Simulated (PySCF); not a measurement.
**C4H9FGeO: electronic excitations**

What electronic excitations should C4H9FGeO (`CO[C@@H]1[CH2][GeH2][C@@H]1F`) show?

Programs: PySCF 2.14.0, with density-fitted response routines of our own. Each step states its level of theory. These are calculated values for one molecule in the gas phase, unless marked as measured. Atoms are numbered from 0 throughout.

### 1 Starting geometry

16 atoms, charge 0, multiplicity 1; geometry from: GFN2-xTB.

Bonds of the start (Å): C0–O1 1.41, O1–C2 1.41, C2–C3 1.53, C3–Ge4 1.99, Ge4–C5 2.00, C5–F6 1.37, C5–C2 1.54, C0–H7 1.10, C0–H8 1.09, C0–H9 1.09, C2–H10 1.10, C3–H11 1.09, C3–H12 1.08, Ge4–H13 1.52, Ge4–H14 1.50, C5–H15 1.10.

### 2 Ultraviolet spectrum: CAM-B3LYP/def2-SVPD

What the job is given:

```
{"job": {"kind": "uv", "xc": "CAM-B3LYP", "basis": "def2-SVPD", "nstates": 8, "ntriplets": 3}, "charge": 0, "multiplicity": 1}
C      2.196460     0.482611    -0.021035
O      0.962452    -0.051679    -0.436778
C      0.134549    -0.542407     0.598428
C     -0.941986    -1.348393    -0.137470
Ge    -1.821877     0.388459    -0.549934
C     -0.755289     0.589605     1.133393
F     -0.095300     1.743024     1.483868
H      2.778141    -0.271040     0.523363
H      2.073788     1.365736     0.610550
H      2.726394     0.760691    -0.929992
H      0.728958    -1.081424     1.348752
H     -1.519111    -1.966872     0.546451
H     -0.522079    -1.966217    -0.924018
H     -3.329140     0.516155    -0.461888
H     -1.321652     1.127534    -1.749546
H     -1.301906     0.263161     2.024378
```

Method: TDDFT CAM-B3LYP/def2-SVPD, vertical, gas phase, core orbitals frozen in the response.

On the command line:

```sh
OMP_NUM_THREADS=1 python probes_run.py task.json out
```

One launch serves the whole session: the jobs run in the order shown.

What will the session give for the following? lowest singlet (CAM-B3LYP/def2-SVPD); brightest single state of those computed; lowest triplet. Wanted: lowest singlet; brightest single state of those computed; lowest triplet.

The runs gave:

```
                                quantity                        value
    lowest singlet (CAM-B3LYP/def2-SVPD)  6.82 eV (182 nm), f = 0.034
brightest single state of those computed  state 4, 7.48 eV, f = 0.062
                          lowest triplet                      6.07 eV
```

What this shows: The lowest singlet, at 6.82 eV, is HOMO→LUMO 0.72, HOMO−2→LUMO 0.08 and is weak; of the 8 states computed, the strongest absorption comes from state 4 at 7.48 eV. The lowest triplet lies 0.75 eV below the lowest singlet (triplets in Tamm-Dancoff, singlets in full TDDFT).
